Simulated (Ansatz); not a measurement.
**CH₄Cl₂SSi: up Jacob's ladder to CCSD(T)**

Aim: compute CH₄Cl₂SSi with functionals from several rungs and with coupled cluster, and see how far each lands from CCSD(T) at the basis-set limit for the atomisation energy.

Computed with Ansatz 0.2.0, Gaussian basis. Level: functionals in def2-TZVPP, the program's frozen cores in correlated methods.

Levels to be run: LDA (SPW92), PBE-D4, revPBE-D4, BLYP-D4, r2SCAN-D4, B97M-V, PBE0-D4, B3LYP-D4, r2SCANh-D4, r2SCAN0-D4, HSE06-D4, BHLYP-D4, CAM-B3LYP-D4, LC-ωPBE, ωB97X-V, ωB97M-V, B2PLYP, PBE-QIDH; CCSD(T)/def2-SVP; CCSD(T)/def2-TZVPP; MP2/def2-QZVPP; extrapolation to the limit; RPA on PBE.

## 1. Structure used throughout

All runs share one geometry, relaxed beforehand with PBE0-D4 in a triple-zeta def2 set.

9 atoms, charge 0, spin multiplicity 1.

Atoms are counted from 1 here; the program's logs count them from 0.

Bond lengths: C1–S2 1.817 Å, C1–H6 1.089 Å, C1–H7 1.089 Å, C1–H8 1.089 Å, S2–Si3 2.099 Å, Si3–Cl4 2.048 Å, Si3–Cl5 2.048 Å, Si3–H9 1.473 Å. Angles: S2–C1–H6 110.7°, S2–C1–H7 110.7°, S2–C1–H8 106.2°, H6–C1–H7 110.4°, H6–C1–H8 109.3°, H7–C1–H8 109.3°, C1–S2–Si3 100.1°, S2–Si3–Cl4 111.8°, S2–Si3–Cl5 111.8°, S2–Si3–H9 108.1°, Cl4–Si3–Cl5 106.5°, Cl4–Si3–H9 109.3°, Cl5–Si3–H9 109.3°.

## 2. LDA

This LDA is Slater exchange with PW92 correlation.

File in.yaml:

```yaml
crystal:
  periodic: [false, false, false]
  atoms:
    - {symbol: C, position_ang: [-1.112098, 0.037907, 1.049268]}
    - {symbol: S, position_ang: [0.321690, 1.111880, 0.744887]}
    - {symbol: Si, position_ang: [1.166613, 0.139378, -0.912069]}
    - {symbol: Cl, position_ang: [1.679828, -1.795177, -0.477760]}
    - {symbol: Cl, position_ang: [-0.136476, 0.055039, -2.489822]}
    - {symbol: H, position_ang: [-1.781410, 0.036020, 0.190324]}
    - {symbol: H, position_ang: [-0.791430, -0.976031, 1.283572]}
    - {symbol: H, position_ang: [-1.630279, 0.459782, 1.909202]}
    - {symbol: H, position_ang: [2.372161, 0.884803, -1.314702]}
basis:
  gaussian: {orbitals: def2-TZVPP}
hamiltonian: {xc: lda}
output: {orbitals: {seedname: orbitals}}
```

Run with:

```sh
ansatz run in.yaml --threads 2 --pin off --events-out ev --progress --plain --max-ram 32768MiB --backend cpu
```

The runs that follow: PBE-D4 (GGA); revPBE-D4 (GGA); BLYP-D4 (GGA); r2SCAN-D4 (meta-GGA); B97M-V (meta-GGA); PBE0-D4 (hybrid); B3LYP-D4 (hybrid); r2SCANh-D4 (hybrid); r2SCAN0-D4 (hybrid); HSE06-D4 (hybrid); BHLYP-D4 (hybrid); CAM-B3LYP-D4 (range-separated); LC-ωPBE (range-separated); ωB97X-V (range-separated); ωB97M-V (range-separated); B2PLYP (double hybrid); PBE-QIDH (double hybrid); CCSD(T) in def2-SVP; CCSD(T) in def2-TZVPP; MP2 in def2-QZVPP; RPA on PBE orbitals.

Q: Predict the results of all the runs planned. Wanted: atomisation energy, CCSD(T)/CBS; farthest beyond LDA; mean size of error, GGA; mean size of error, meta-GGA; mean size of error, hybrid; mean size of error, range-separated; mean size of error, double hybrid; gap, smallest and largest; T1 diagnostic.

**Answer**, as computed:

| quantity | value |
| --- | --- |
| atomisation energy, CCSD(T)/CBS | 31.806 eV |
| functionals within 0.159 eV (0.5 %) | PBE0-D4, r2SCANh-D4, HSE06-D4, PBE-QIDH |
| farthest beyond LDA | BHLYP-D4 (-0.941 eV) |
| mean size of error, GGA | 0.397 eV |
| mean size of error, meta-GGA | 0.253 eV |
| mean size of error, hybrid | 0.272 eV |
| mean size of error, range-separated | 0.275 eV |
| mean size of error, double hybrid | 0.385 eV |
| gap, smallest and largest | 4.75 eV (LDA (SPW92)), 12.07 eV (LC-ωPBE) |
| T1 diagnostic | 0.0098 |
| triples share of the correlation energy | 4.3 % |

LDA overbinds by 4.260 eV (13 %). PBE-D4 misses by +0.398 eV. Double hybrids carry the basis error of their MP2 part in triple zeta, and no dispersion term here, so their miss is partly the set-up's. Taken by rung, meta-GGA functionals do best (0.253 eV on average) and GGA ones worst beyond LDA (0.397 eV). The gap between the best rungs is small, so their order is not settled. Misses under about 0.159 eV are within the doubt on the reference itself, which lacks core-valence correlation, relativity and higher excitations. Hartree-Fock recovers 74 % of the binding; the rest is correlation. CCSD(T) in def2-SVP is off by -2.510 eV, more than most functionals: a good method in a small basis is no reference. The gap grows from 4.8 to 12.1 eV across the functionals, mostly with the share of exact exchange.
